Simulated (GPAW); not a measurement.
# Ga3Se (Pm-3m) in GPAW: notebook

The runs below take Ga3Se through single point, with PBEsol, LDA.

Everything below comes from runs of GPAW 26.7.0. Logs are shortened: lines on timing, memory, paths and dates and some standing lists are left out, and cuts for length are marked. The log counts tension as positive stress, the text compression.

### Step 1. The crystal as given

Symmetry: Pm-3m, No. 221, cubic system. The conventional cell has a = 4.432 Å, b = 4.432 Å, c = 4.432 Å, α = 90.00°, β = 90.00°, γ = 90.00°. Se (site symmetry m-3m) has 12 Ga at 3.13 Å as nearest neighbours. Ga (site symmetry 4/mmm) has 4 Se at 3.13 Å and 8 Ga at 3.13 Å as nearest neighbours.

The cell comes from a database or a generator and needn't be the stable form of this composition.

### Step 2. Single point, PBEsol

Contents of run.py:

```python
from ase import Atoms
from ase.dft.bandgap import bandgap
from ase.io import write
from ase.units import GPa
from gpaw import GPAW, PW, setup_paths

setup_paths.insert(0, '.')

atoms = Atoms(['Se', 'Ga', 'Ga', 'Ga'],
              cell=[[4.432465, 0.0, 0.0],
                    [0.0, 4.432465, 0.0],
                    [0.0, 0.0, 4.432465]],
              scaled_positions=[[0.0, 0.0, 0.0],
                                [0.5, 0.5, 0.0],
                                [0.5, 0.0, 0.5],
                                [0.0, 0.5, 0.5]],
              pbc=True)

calc = GPAW(mode=PW(600),
            xc='PBEsol',
            kpts={'size': (6, 6, 6), 'gamma': True},
            occupations={'name': 'methfessel-paxton', 'order': 0, 'width': 0.05},
            nbands=18,
            convergence={'density': 1e-05, 'energy': 1e-05},
            maxiter=150,
            txt='gpaw.txt')
atoms.calc = calc
energy = atoms.get_potential_energy()
forces = atoms.get_forces()
stress = atoms.get_stress()
calc.write('gs.gpw')
write('result.traj', atoms)
print(f'Energy: {energy:.6f} eV')
print('Forces (eV/A):')
print(forces.round(4))
print('Stress (GPa):', (stress / GPa).round(3))
print('Fermi level:', round(calc.get_fermi_level(), 4), 'eV')
print(f'Gap: {bandgap(calc)[0]:.4f} eV, direct: {bandgap(calc, direct=True)[0]:.4f} eV')
```

Potentials or basis: PAW data sets generated in the run's folder for this functional, pw.

Started as:

```sh
gpaw-setup -f PBEsol Ga Se
OMP_NUM_THREADS=1 python run.py
```

gpaw.txt:

```text
__  _  _
 | _ |_)|_||  |
 |__||  | ||/\| - 26.7.0

Input parameters:
  mode=PW(ecut=600.0),
  convergence={'density': 1e-05, 'energy': 1e-05},
  kpts=MonkhorstPack(size=(6, 6, 6), gamma=True),
  maxiter=150,
  nbands=18,
  occupations=Occupations(name='methfessel-paxton', order=0, width=0.05),
  xc=XC(name='PBEsol')

Diagonalizing LCAO Hamiltonian
Converting LCAO to pw mode
    .----------.
   /|          |
  / |          |
 *  |          |
 | Ga          |
 |  .----------.
 | /   Gaa    /
 |/          /
 Se---------*

Atoms  # Å, Bohr magnetons
|   | symbol |        x |        y |        z |    initial magnetic moments |
|---|--------|----------|----------|----------|-----------------------------|
| 0 |     Se | 0.000000 | 0.000000 | 0.000000 | ( 0.0000,  0.0000,  0.0000) |
| 1 |     Ga | 2.216232 | 2.216232 | 0.000000 | ( 0.0000,  0.0000,  0.0000) |
| 2 |     Ga | 2.216232 | 0.000000 | 2.216232 | ( 0.0000,  0.0000,  0.0000) |
| 3 |     Ga | 0.000000 | 2.216232 | 2.216232 | ( 0.0000,  0.0000,  0.0000) |

Unit cell  # Å
| periodic |        x |        y |        z |  lengths |    angles |
|----------|----------|----------|----------|----------|-----------|
|      yes | 4.432465 | 0.000000 | 0.000000 | 4.432465 | 90.000000 |
|      yes | 0.000000 | 4.432465 | 0.000000 | 4.432465 | 90.000000 |
|      yes | 0.000000 | 0.000000 | 4.432465 | 4.432465 | 90.000000 |

Number of symmetries: 48
Symmetry operations  # r_c * U_cc + t_c -> r_c
|    | kind |            matrix            |
|----|------|------------------------------|
|  0 |  E   |  1, 0, 0,  0, 1, 0,  0, 0, 1 |
|  1 |  σ   |  1, 0, 0,  0, 1, 0,  0, 0,-1 |
|  2 |  σ   |  1, 0, 0,  0, 0, 1,  0, 1, 0 |
|  3 |  C4  |  1, 0, 0,  0, 0, 1,  0,-1, 0 |
|  4 |  C4  |  1, 0, 0,  0, 0,-1,  0, 1, 0 |
|  5 |  σ   |  1, 0, 0,  0, 0,-1,  0,-1, 0 |
|  6 |  σ   |  1, 0, 0,  0,-1, 0,  0, 0, 1 |
|  7 |  C2  |  1, 0, 0,  0,-1, 0,  0, 0,-1 |
|  8 |  σ   |  0, 1, 0,  1, 0, 0,  0, 0, 1 |
|  9 |  C2  |  0, 1, 0,  1, 0, 0,  0, 0,-1 |
| 10 |  C3  |  0, 1, 0,  0, 0, 1,  1, 0, 0 |
| 11 |  S6  |  0, 1, 0,  0, 0, 1, -1, 0, 0 |
| 12 |  S6  |  0, 1, 0,  0, 0,-1,  1, 0, 0 |
| 13 |  C3  |  0, 1, 0,  0, 0,-1, -1, 0, 0 |
| 14 |  C4  |  0, 1, 0, -1, 0, 0,  0, 0, 1 |
| 15 |  S4  |  0, 1, 0, -1, 0, 0,  0, 0,-1 |
| 16 |  C3  |  0, 0, 1,  1, 0, 0,  0, 1, 0 |
| 17 |  S6  |  0, 0, 1,  1, 0, 0,  0,-1, 0 |
| 18 |  σ   |  0, 0, 1,  0, 1, 0,  1, 0, 0 |
| 19 |  C4  |  0, 0, 1,  0, 1, 0, -1, 0, 0 |
| 20 |  C2  |  0, 0, 1,  0,-1, 0,  1, 0, 0 |
| 21 |  S4  |  0, 0, 1,  0,-1, 0, -1, 0, 0 |
| 22 |  S6  |  0, 0, 1, -1, 0, 0,  0, 1, 0 |
| 23 |  C3  |  0, 0, 1, -1, 0, 0,  0,-1, 0 |
| 24 |  S6  |  0, 0,-1,  1, 0, 0,  0, 1, 0 |
| 25 |  C3  |  0, 0,-1,  1, 0, 0,  0,-1, 0 |
| 26 |  C4  |  0, 0,-1,  0, 1, 0,  1, 0, 0 |
| 27 |  σ   |  0, 0,-1,  0, 1, 0, -1, 0, 0 |
| 28 |  S4  |  0, 0,-1,  0,-1, 0,  1, 0, 0 |
| 29 |  C2  |  0, 0,-1,  0,-1, 0, -1, 0, 0 |
| 30 |  C3  |  0, 0,-1, -1, 0, 0,  0, 1, 0 |
| 31 |  S6  |  0, 0,-1, -1, 0, 0,  0,-1, 0 |
| 32 |  C4  |  0,-1, 0,  1, 0, 0,  0, 0, 1 |
| 33 |  S4  |  0,-1, 0,  1, 0, 0,  0, 0,-1 |
| 34 |  S6  |  0,-1, 0,  0, 0, 1,  1, 0, 0 |
| 35 |  C3  |  0,-1, 0,  0, 0, 1, -1, 0, 0 |
| 36 |  C3  |  0,-1, 0,  0, 0,-1,  1, 0, 0 |
| 37 |  S6  |  0,-1, 0,  0, 0,-1, -1, 0, 0 |
| 38 |  σ   |  0,-1, 0, -1, 0, 0,  0, 0, 1 |
| 39 |  C2  |  0,-1, 0, -1, 0, 0,  0, 0,-1 |
| 40 |  σ   | -1, 0, 0,  0, 1, 0,  0, 0, 1 |
| 41 |  C2  | -1, 0, 0,  0, 1, 0,  0, 0,-1 |
| 42 |  C2  | -1, 0, 0,  0, 0, 1,  0, 1, 0 |
| 43 |  S4  | -1, 0, 0,  0, 0, 1,  0,-1, 0 |
| 44 |  S4  | -1, 0, 0,  0, 0,-1,  0, 1, 0 |
| 45 |  C2  | -1, 0, 0,  0, 0,-1,  0,-1, 0 |
| 46 |  C2  | -1, 0, 0,  0,-1, 0,  0, 0, 1 |
| 47 |  i   | -1, 0, 0,  0,-1, 0,  0, 0,-1 |

BZ-sampling:
  Number of BZ points: 216
  Number of IBZ points: 20

  Monkhorst-Pack size: [6, 6, 6]
  Monkhorst-Pack shift: [0.08333333333333333, 0.08333333333333333, 0.08333333333333333]

K-points  # in reciprocal-cell coordinates
|     |                                coordinates |     weight |
|-----|--------------------------------------------|------------|
|   0 | (  0.00000000,   0.00000000,   0.00000000) | 0.00462963 |
|   1 | (  0.16666667,   0.00000000,   0.00000000) | 0.02777778 |
|   2 | (  0.16666667,   0.16666667,   0.00000000) | 0.05555556 |
|   3 | (  0.16666667,   0.16666667,   0.16666667) | 0.03703704 |
|   4 | (  0.33333333,   0.00000000,   0.00000000) | 0.02777778 |
|   5 | (  0.33333333,   0.16666667,   0.00000000) | 0.11111111 |
|   6 | (  0.33333333,   0.16666667,   0.16666667) | 0.11111111 |
|   7 | (  0.33333333,   0.33333333,   0.00000000) | 0.05555556 |
|   8 | (  0.33333333,   0.33333333,   0.16666667) | 0.11111111 |
|   9 | (  0.33333333,   0.33333333,   0.33333333) | 0.03703704 |
| ... |                                            |            |
|  19 | (  0.50000000,   0.50000000,   0.50000000) | 0.00462963 |

Plane wave coefficients: 2945
Cutoff: 600.0 eV

Spin-components: 1 (collinear spins)
Bands:           18
Projectors:      20
Spin-degeneracy: 2
Datatype:        complex128

Parallelization:
  kpt:    1
  domain: 1
  band:   1

Density:
  Valence electrons: 15.0
  Components: 1
  Grid points: [27 27 27]
  Charge: 0.0  # |e|

Potential:
  Grid points: [27 27 27]

species:
  Se:
    name:    Selenium
    Z:       34.0
    valence: 6
    core:    28
    charge:  0.0  # [|e|]
    compensation charges:
      type: gauss
      rc: 0.27  # [Å]
      lmax: 2
    cutoffs:
      filter: 1.77  # [Å]
      core: 2.67  # [Å]
    projectors
    | kind |    occ | energy [eV] | rcut [Å] |
    |------|--------|-------------|----------|
    |   4s |  2.000 |     -17.281 |    0.847 |
    |   4p |  4.000 |      -6.511 |    1.005 |
    |    s |        |       9.930 |    0.847 |
    |    p |        |      20.700 |    1.005 |
    |    d |        |       0.000 |    0.847 |

    Using partial waves for Se as LCAO basis

  Ga:
    name:    Gallium
    Z:       31.0
    valence: 3
    core:    28
    charge:  0.0  # [|e|]
    compensation charges:
      type: gauss
      rc: 0.37  # [Å]
      lmax: 2
    cutoffs:
      filter: 2.06  # [Å]
      core: 4.17  # [Å]
    projectors
    | kind |    occ | energy [eV] | rcut [Å] |
    |------|--------|-------------|----------|
    |   4s |  2.000 |      -8.959 |    1.164 |
    |   4p |  1.000 |      -2.572 |    1.164 |
    |    s |        |      18.252 |    1.164 |
    |    p |        |      24.640 |    1.164 |
    |    d |        |       0.000 |    1.164 |

    Using partial waves for Ga as LCAO basis

Reference energy: -224591.637786  # eV

eigensolver:
  PPCG
  Converge bands: occupied
  niter=2

density mixing:
  MSR1-Mixer
  Pratt-step length: 0.05
  Maximum mixing coefficient: 0.75
  Old densities: 10
  SVD Regularization: 0.005
  Good broyden scale: 1.0
  Trust region scale: 1.0
  Backstep threshold: 4.0
  History deletion threshold: 6.0
  Fourier metric: weight=20.0, sigma=0.015

occupation numbers:
  Methfessel-Paxton:
    width: 0.0500  # eV
    order: 0

poisson solver:
  ecut: 4800.0  # eV

xc functional:
  name: PBEsol with 2 nearest neighbor stencil

convergence criteria:
- Maximum integral of absolute [dens]ity change: 1e-05 electrons / valence electron
- Maximum [total energy] change in last 3 cyles: 1e-05 eV / valence electron
- Maximum integral of absolute [eigenst]ate change: 4e-08 eV^2 / valence electron
maximum number of iterations: 150

SCF iterations
|iter     | |      energy | eigst |  dens |
|---------|-|-------------|-------|-------|
|iter:   1| |  -14.079854 | -0.79 |       |
|iter:   2| |  -14.060471 | -2.75 | -1.18 |
|iter:   3| |  -13.979825 | -3.08 | -1.22 |
|iter:   4| |  -13.975426 | -4.12 | -1.79 |
|iter:   5| |  -13.975160 | -4.96 | -2.52 |
|iter:   6| |  -13.975147 | -5.83 | -3.11 |
|iter:   7| |  -13.975147c| -6.75 | -3.87 |
|iter:   8| |  -13.975147c| -7.65c| -4.50 |
|iter:   9| |  -13.975147c| -8.29c| -5.10c|

Converged in 9 steps
Energy contributions relative to reference atoms: (reference = -224591.637786)

Energy contributions:
  Kinetic:          14.249492
  Coulomb:         -13.242983
  Zero:             -0.002274
  External:          0.000000
  Xc:              -14.978886
  Entropy:          -0.000992
  Spinorbit:         0.000000
  ----------------------------
  Free energy:     -13.975644
  Extrapolated:    -13.975147

dipole moment: (-27.835069, -27.835069, -27.835069)  # |e|*Ang

Fermi level: 5.452
Eigenvalues  # (at kpt = [0.000, 0.000, 0.000])
| band index |      eig [eV] | occ [0-2] |
|------------|---------------|-----------|
|          0 |        -8.041 |     2.000 |
|          1 |        -2.055 |     2.000 |
|          2 |         1.745 |     2.000 |
|          3 |         1.745 |     2.000 |
|          4 |         1.745 |     2.000 |
|          5 |         2.618 |     2.000 |
|          6 |         2.618 |     2.000 |
|          7 |         7.082 |     0.000 |
|          8 |         7.082 |     0.000 |
|          9 |         7.082 |     0.000 |
|         10 |         9.875 |     0.000 |
|         11 |         9.875 |     0.000 |
|         12 |         9.875 |     0.000 |
|         13 |        11.411 |     0.000 |
|         14 |        12.519 |     0.000 |
|        ... |               |           |
|         17 |        12.596 |     0.000 |

No gap
No difference between direct/indirect transitions

Forces  # eV/Ang
|        x |        y |        z |
|----------|----------|----------|
| -0.00000 | -0.00000 | -0.00000 |  # Se   0
|  0.00000 |  0.00000 |  0.00000 |  # Ga   1
| -0.00000 | -0.00000 |  0.00000 |  # Ga   2
| -0.00000 | -0.00000 | -0.00000 |  # Ga   3

Stress tensor  # eV/Ang^3
|        x |        y |        z |
|----------|----------|----------|
| 0.024438 | 0.000000 | 0.000000 |
| 0.000000 | 0.024438 | 0.000000 |
| 0.000000 | 0.000000 | 0.024438 |

# Writing to gs.gpw (mode='')
```

Run time: 18 s. Hardware: 1 thread of Arm Neoverse V2, shared host; peak memory 0.18 GiB.

What came out:

| Property | Result |
| --- | --- |
| Free energy | -13.9756 eV |
| Pressure | -3.9 GPa |
| Band gap on the k mesh | none (metal or under the smearing width) |

Levels at points of the mesh, in eV from the Fermi level:
```
           k point  band 5  band 6  band 7  band 8  band 9  band 10  band 11  band 12
(0.00, 0.00, 0.00)   -3.71   -2.83   -2.83    1.63    1.63     1.63     4.42     4.42
(0.50, 0.00, 0.00)   -2.79   -2.13   -1.04   -0.26   -0.26     1.16     4.00     4.19
(0.50, 0.50, 0.00)   -2.16   -0.79   -0.68   -0.68    1.38     1.66     1.66     1.86
(0.50, 0.50, 0.50)   -4.86   -4.86   -4.86   -3.49    3.99     3.99     3.99     8.56
```

### Step 3. Single point, LDA

Contents of run.py:

```python
from ase.dft.bandgap import bandgap
from ase.io import read, write
from ase.units import Bohr, GPa
from gpaw import GPAW, PW
from gpaw.elf import elf_from_dft_calculation

atoms = read('Ga3Se.xyz')

calc = GPAW(mode=PW(600),
            xc='LDA',
            kpts={'size': (6, 6, 6), 'gamma': True},
            occupations={'name': 'methfessel-paxton', 'order': 0, 'width': 0.1},
            nbands=18,
            convergence={'density': 1e-05, 'energy': 1e-05},
            maxiter=150,
            txt='gpaw.txt')
atoms.calc = calc
energy = atoms.get_potential_energy()
forces = atoms.get_forces()
stress = atoms.get_stress()
calc.write('gs.gpw')
write('result.traj', atoms)
print(f'Energy: {energy:.6f} eV')
print('Forces (eV/A):')
print(forces.round(4))
print('Stress (GPa):', (stress / GPa).round(3))
print('Fermi level:', round(calc.get_fermi_level(), 4), 'eV')
print(f'Gap: {bandgap(calc)[0]:.4f} eV, direct: {bandgap(calc, direct=True)[0]:.4f} eV')

# fields on the real-space grid
write('density.cube', atoms, data=calc.get_pseudo_density() * Bohr**3)
write('potential.cube', atoms, data=calc.get_electrostatic_potential())
write('elf.cube', atoms, data=elf_from_dft_calculation(calc).data)
```

Contents of Ga3Se.xyz:

```xyz
4
Lattice="4.4324650000 0.0000000000 0.0000000000 0.0000000000 4.4324650000 0.0000000000 0.0000000000 0.0000000000 4.4324650000" Properties=species:S:1:pos:R:3 pbc="T T T"
Se     0.0000000000      0.0000000000      0.0000000000
Ga     2.2162325000      2.2162325000      0.0000000000
Ga     2.2162325000      0.0000000000      2.2162325000
Ga     0.0000000000      2.2162325000      2.2162325000
```

Potentials or basis: the program's PAW data sets (release 1.2.1) made for this functional, pw.

Started as:

```sh
OMP_NUM_THREADS=1 python run.py
```

It took 16 s on 1 thread of Arm Neoverse V2, shared host; peak memory 0.17 GiB.

The run converged. Its results:

| Property | Result |
| --- | --- |
| Free energy | -14.8762 eV |
| Pressure | -5.2 GPa |
| Band gap on the k mesh | none (metal or under the smearing width) |

Levels at points of the mesh, in eV from the Fermi level:
| k point | band 6 | band 7 | band 8 | band 9 | band 10 | band 11 |
| --- | --- | --- | --- | --- | --- | --- |
| (0.00, 0.00, 0.00) | -2.94 | -2.94 | 1.61 | 1.61 | 1.61 | 4.36 |
| (0.50, 0.00, 0.00) | -2.28 | -1.02 | -0.25 | -0.25 | 1.19 | 3.94 |
| (0.50, 0.50, 0.00) | -0.79 | -0.73 | -0.73 | 1.32 | 1.66 | 1.66 |
| (0.50, 0.50, 0.50) | -4.81 | -4.81 | -3.45 | 3.95 | 3.95 | 3.95 |
